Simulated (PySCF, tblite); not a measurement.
# C₆H₉FSi: geometry, infrared bands and NMR shifts

What infrared bands and NMR shifts should C₆H₉FSi (`C#C[C@@H]1C[SiH2][C@@H](F)C1`) show?

The runs use tblite 0.8.0 and PySCF 2.14.0, with density-fitted response routines of our own; the level of theory stands in each step. All values are computed, except where a source is named. Atoms are numbered from 0 throughout.

**1. The molecule as given**

17 atoms, charge 0, multiplicity 1; geometry from: force field or distance geometry start.

Bonds of the start (Å): C0–C1 1.21, C1–C2 1.44, C2–C3 1.54, C3–Si4 1.90, Si4–C5 1.88, C5–F6 1.37, C5–C7 1.52, C7–C2 1.51, C0–H8 1.07, C2–H9 1.12, C3–H10 1.08, C3–H11 1.12, Si4–H12 1.47, Si4–H13 1.45, C5–H14 1.11, C7–H15 1.10, C7–H16 1.12.

**2. Geometry optimisation with GFN2-xTB**

Job settings and geometry (Å):

```
{"job": {"kind": "relax", "xc": "GFN2-xTB", "basis": "xTB"}, "charge": 0, "multiplicity": 1}
C      0.557000    -2.400500    -1.898400
C      0.191300    -1.513900    -1.153100
C     -0.195600    -0.482900    -0.227100
C      0.421500     0.872600    -0.637400
Si    -0.252200     1.824400     0.867100
C     -0.600900     0.320600     1.934100
F     -1.899500    -0.104500     1.815700
C      0.251900    -0.701800     1.194700
H      0.883200    -3.179800    -2.558400
H     -1.298700    -0.282100    -0.217100
H      0.034600     1.257900    -1.568800
H      1.534900     0.790500    -0.584300
H     -1.502100     2.473800     0.443400
H      0.742600     2.716900     1.424500
H     -0.266500     0.485100     2.977000
H      0.085900    -1.721600     1.565400
H      1.305600    -0.342600     1.262200
```

Launch:

```bash
$ OMP_NUM_THREADS=1 python probes_run.py task.json out
```

The driver reads the jobs from task.json and runs them one after another.

**Question.** This job is followed by: GFN2-xTB harmonic vibrations, gas phase; GIAO PBE0/pcSseg-1 NMR shielding, non-relativistic, gas phase. What will the session give for the following? strongest single infrared mode (GFN2-xTB); zero-point energy (GFN2-xTB); 13C shifts against TMS (PBE0/pcSseg-1); 1H shifts against TMS (PBE0/pcSseg-1); 29Si shifts against TMS (PBE0/pcSseg-1); 19F shifts against CFCl3 (PBE0/pcSseg-1); surface potential, 1st and 99th percentile.

As calculated:

| quantity | value |
| --- | --- |
| strongest single infrared mode (GFN2-xTB) | 2273 cm⁻¹, 323 km/mol |
| zero-point energy (GFN2-xTB) | 79.7 kcal/mol |
| 13C shifts against TMS (PBE0/pcSseg-1) | 93.3, 92.5, 75.6, 48.9, 30.7, 18.9 ppm |
| 1H shifts against TMS (PBE0/pcSseg-1) | 5.31, 4.35, 4.33, 2.86, 2.69, 1.60, 1.60, 1.39, 0.89 ppm |
| 29Si shifts against TMS (PBE0/pcSseg-1) | -26.1 ppm |
| 19F shifts against CFCl3 (PBE0/pcSseg-1) | -237.6 ppm |
| surface potential, 1st and 99th percentile | -1.08 V and 1.29 V |

What this shows: Relaxing lowered the energy by 0.672 eV in 82 steps; the close pair that moved most is Si4–C5, from 1.877 to 1.929 Å. All 45 modes are real, so the xTB geometry is a minimum. The strongest single mode, at 2273 cm⁻¹, moves mainly H13. GFN2-xTB is a fitted tight-binding method: band positions and strengths are rough. Its intensities can rank the bands wrongly. H14 (hydrogen on an sp3 CH bonded to F and Si) lies farthest downfield among hydrogen, at 5.31 ppm; its carbon carries F, hence the downfield position. At PBE0/pcSseg-1: The widest tensor belongs to C1: span 311 ppm, with a paramagnetic part of -162 ppm.
